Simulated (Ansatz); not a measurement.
**H3MoNO2S: up Jacob's ladder to CCSD(T)**

An exercise on one series of results from a longer session: the logs are not shown, and one member is left open.

The runs use Ansatz 0.2.0, Gaussian basis; functionals in def2-TZVPP, the program's frozen cores in correlated methods.

The runs, in order: LDA (SPW92), PBE-D4, revPBE-D4, BLYP-D4, r2SCAN-D4, B97M-V, PBE0-D4, B3LYP-D4, r2SCANh-D4, r2SCAN0-D4, HSE06-D4, BHLYP-D4, CAM-B3LYP-D4, LC-ωPBE, ωB97X-V, ωB97M-V, B2PLYP, PBE-QIDH; CCSD(T)/def2-SVP; CCSD(T)/def2-TZVPP; MP2/def2-QZVPP; extrapolation to the limit; RPA on PBE.

## Structure used throughout

An earlier PBE0-D4 in a triple-zeta def2 set relaxation fixed the geometry. Mo takes the def2 core potential; no spin-orbit term is included.

8 atoms, charge 0, spin multiplicity 1.

Atoms are counted from 1 here; the program's logs count them from 0.

Bond lengths: N1–Mo2 1.915 Å, N1–H6 1.010 Å, N1–H7 1.009 Å, Mo2–O3 1.670 Å, Mo2–O4 1.874 Å, Mo2–S5 2.116 Å, O4–H8 0.961 Å. Angles: Mo2–N1–H6 122.2°, Mo2–N1–H7 124.7°, H6–N1–H7 112.0°, N1–Mo2–O3 107.5°, N1–Mo2–O4 110.4°, N1–Mo2–S5 108.0°, O3–Mo2–O4 108.5°, O3–Mo2–S5 112.2°, O4–Mo2–S5 110.2°, Mo2–O4–H8 121.6°.

Coordinates:

| atom | x (Å) | y (Å) | z (Å) |
| --- | --- | --- | --- |
| N1 | -0.66668 | 0.66084 | 1.06252 |
| Mo2 | 0.50819 | -0.29988 | -0.10502 |
| O3 | 1.29754 | -1.45038 | 0.81354 |
| O4 | -0.47065 | -1.17440 | -1.44204 |
| S5 | 1.84903 | 1.08806 | -0.97227 |
| H6 | -0.95829 | 0.29137 | 1.95566 |
| H7 | -0.91116 | 1.63381 | 0.95733 |
| H8 | -0.55576 | -0.80663 | -2.32551 |

The first run:

The input, in.yaml:

```yaml
crystal:
  periodic: [false, false, false]
  atoms:
    - {symbol: N, position_ang: [-0.666684, 0.660843, 1.062517]}
    - {symbol: Mo, position_ang: [0.508187, -0.299879, -0.105023]}
    - {symbol: O, position_ang: [1.297541, -1.450376, 0.813538]}
    - {symbol: O, position_ang: [-0.470655, -1.174395, -1.442042]}
    - {symbol: S, position_ang: [1.849028, 1.088058, -0.972266]}
    - {symbol: H, position_ang: [-0.958293, 0.291369, 1.955659]}
    - {symbol: H, position_ang: [-0.911160, 1.633814, 0.957330]}
    - {symbol: H, position_ang: [-0.555765, -0.806635, -2.325514]}
basis:
  gaussian: {orbitals: def2-TZVPP}
hamiltonian: {xc: lda}
output: {orbitals: {seedname: orbitals}}
```

Among the steps run: LDA; PBE-D4 (GGA); revPBE-D4 (GGA); BLYP-D4 (GGA); r2SCAN-D4 (meta-GGA); B97M-V (meta-GGA); PBE0-D4 (hybrid); B3LYP-D4 (hybrid); r2SCANh-D4 (hybrid); r2SCAN0-D4 (hybrid); HSE06-D4 (hybrid); BHLYP-D4 (hybrid); CAM-B3LYP-D4 (range-separated); LC-ωPBE-D4 (range-separated; the results give it without D4); ωB97X-V (range-separated); ωB97M-V (range-separated); B2PLYP (double hybrid); PBE-QIDH (double hybrid).

One table of the session follows, with a row left open; its other results are not shown here.

It belongs to the step «Orbital energies across the functionals». 

```
  functional  HOMO (eV)  LUMO (eV)  gap (eV)
 LDA (SPW92)      -6.54      -3.58      2.96
      PBE-D4          ?          ?         ?
   revPBE-D4      -6.30      -3.33      2.97
     BLYP-D4      -6.21      -3.28      2.93
   r2SCAN-D4      -6.66      -3.39      3.28
      B97M-V      -6.71      -3.32      3.39
     PBE0-D4      -7.61      -2.72      4.89
    B3LYP-D4      -7.37      -2.91      4.46
  r2SCANh-D4      -7.12      -3.12      4.00
  r2SCAN0-D4      -7.81      -2.72      5.09
    HSE06-D4      -7.21      -3.10      4.12
    BHLYP-D4      -8.72      -1.90      6.82
CAM-B3LYP-D4      -8.90      -1.68      7.21
     LC-ωPBE     -10.21      -0.64      9.57
     ωB97X-V      -9.87      -0.68      9.20
     ωB97M-V      -9.73      -0.69      9.04
```

Q: Estimate the row for PBE-D4 from the others.

**Answer.** HOMO (eV): -6.37; LUMO (eV): -3.40; gap (eV): 2.97. In the column «HOMO (eV)» it lies between LDA (SPW92) (-6.54) and revPBE-D4 (-6.30).
